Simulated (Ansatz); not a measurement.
**PBE0/STO-3G run of GeH3F (GeFH3)**

What is the electronic atomisation energy of GeH3F (GeFH3) at PBE0/STO-3G? 

The calculation is run with Ansatz 0.2.0.

**1. Starting point**

GeH3F: 5 atoms, total charge 0, spin state singlet. SMILES: `[H][Ge]([H])([H])[F]`. Geometry: a GFN2-xTB relaxation, a rough one for these elements and not checked as a minimum.

Bond lengths: Ge1–F2 1.735 Å, Ge1–H3 1.493 Å, Ge1–H4 1.492 Å, Ge1–H5 1.493 Å. Angles: F2–Ge1–H3 103.4°, F2–Ge1–H4 103.3°, F2–Ge1–H5 103.4°, H3–Ge1–H4 114.7°, H3–Ge1–H5 114.9°, H4–Ge1–H5 114.9°.

**2. The energy at PBE0/STO-3G**

job.yaml

```yaml
crystal:
  periodic: [false, false, false]
  atoms:
    - {symbol: Ge, position_ang: [-0.001260, 0.000720, -0.139740]}
    - {symbol: F, position_ang: [0.010260, -0.018210, 1.594920]}
    - {symbol: H, position_ang: [1.448570, 0.011740, -0.494610]}
    - {symbol: H, position_ang: [-0.731820, 1.260740, -0.465520]}
    - {symbol: H, position_ang: [-0.725750, -1.254990, -0.495050]}
basis:
  gaussian:
    orbitals: STO-3G
hamiltonian:
  xc: pbe0
accuracy: high
```

Launch:

```sh
$ ansatz run job.yaml --threads 1 --pin off --max-ram 2610MiB --events-out events.jsonl --progress --plain --runs-dir runs
```

What it wrote:

```text
Warning: RAYON_NUM_THREADS=1 ignored (pool sized by the plan → 1); use --threads N
Functional definition: PBE0
  name "PBE0"
  parameter a = 0.25
  parameter kappa = 0.804
  parameter beta = 0.06672455060314922
  exchange = (1 - a)*pbe_x(kappa = kappa, mu = beta*pi^2/3) + a*exact_x
  correlation = pbe_c(beta = beta)
388 factors; integrals over basis functions are off by at most 4.4e-9 eV
mean field evaluation 1: about -58582.7699 eV, gradient 2.3e1 eV
mean field evaluation 2: about -58583.0317 eV, gradient 2.2e1 eV
mean field evaluation 4: about -58584.6548 eV, gradient 3.9e-1 eV
mean field evaluation 8: about -58584.6392 eV, gradient 8.0e-4 eV
mean field evaluation 16: about -58584.6392 eV, gradient 1.5e-8 eV
mean field -58584.63916340 eV, -2152.9457791601 hartree, gradient 1.5e-8 eV, S^2 0.000000; 0 other end points of the search recorded, 0 dependent functions left out
reference -58584.63916457 eV, -2152.9457792033 hartree; 22, 22 occupied and 4, 4 virtual orbitals, 388 factors
Total energy: -58584.63916457 eV, -2152.9457792033 hartree
```

Run time: 1.3 s. Hardware: 1 thread of Arm Neoverse V1, shared host; peak memory 0.093 GiB.

**3. The F atom at the same level**

in.yaml

```yaml
crystal:
  periodic: [false, false, false]
  atoms:
    - {symbol: F, position_ang: [0.000000, 0.000000, 0.000000]}
basis:
  gaussian: {orbitals: STO-3G}
magnetization: {spin_polarized: true, initial_magnetization: 1}
hamiltonian: {xc: pbe0}
accuracy: high
```

Run the same way, it converges to -98.20282 Eh (log not shown).

**4. The Ge atom**

run.yaml

```yaml
crystal:
  periodic: [false, false, false]
  atoms:
    - {symbol: Ge, position_ang: [0.000000, 0.000000, 0.000000]}
basis:
  gaussian: {orbitals: STO-3G}
magnetization: {spin_polarized: true, initial_magnetization: 2}
hamiltonian: {xc: {name: PBE0}}
accuracy: high
```

Run the same way, it converges to -2052.65026 Eh (log not shown).

**5. The H atom, same level**

input.yaml

```yaml
crystal:
  periodic: [false, false, false]
  atoms:
    - symbol: H
      position_ang: [0.000000, 0.000000, 0.000000]
basis:
  gaussian:
    orbitals: STO-3G
magnetization:
  spin_polarized: true
  initial_magnetization: 1
hamiltonian:
  xc: pbe0
accuracy: high
```

Launch:

```sh
$ ansatz run input.yaml --threads 1 --pin off --max-ram 2610MiB --events-out events.jsonl --progress --plain --runs-dir runs
```

What it wrote, cut to the lines that bear on the results:

```text
Warning: RAYON_NUM_THREADS=1 ignored (pool sized by the plan → 1); use --threads N
[... 7 set-up lines as earlier in the session ...]
1 factors; integrals over basis functions are off by at most 4.6e-10 eV
mean field evaluation 1: about -12.6944 eV, gradient 0.0e0 eV
mean field evaluation 2: about -12.6944 eV, gradient 0.0e0 eV
mean field -12.69435959 eV, -0.4665091103 hartree, gradient 0.0e0 eV, S^2 0.750000; 0 other end points of the search recorded, 0 dependent functions left out
reference -12.69436041 eV, -0.4665091406 hartree; 1, 0 occupied and 0, 1 virtual orbitals, 1 factors
Total energy: -12.69436041 eV, -0.4665091406 hartree
```

Run time: 0.08 s. Hardware: 1 thread of Arm Neoverse V1, shared host.

**6. Outcome**

At PBE0/STO-3G:

| quantity | value |
| --- | --- |
| molecule: total energy | -2152.94578 Eh |
| F atom: total energy | -98.20282 Eh |
| F atom: ⟨S²⟩ | 0.750 |
| Ge atom: total energy | -2052.65026 Eh |
| Ge atom: ⟨S²⟩ | 2.188 |
| H atom: total energy | -0.46651 Eh |
| H atom: ⟨S²⟩ | 0.750 |
| electronic atomisation energy | 18.862 eV |

Taking the molecule apart into free atoms costs 18.86 eV (435 kcal/mol), before zero-point energy and without spin-orbit coupling. In a minimal basis such a difference can be off by several eV, whatever the method. ⟨S²⟩ (Ge atom) is 2.19 where a pure triplet has 2.00: the reference is spin-contaminated.
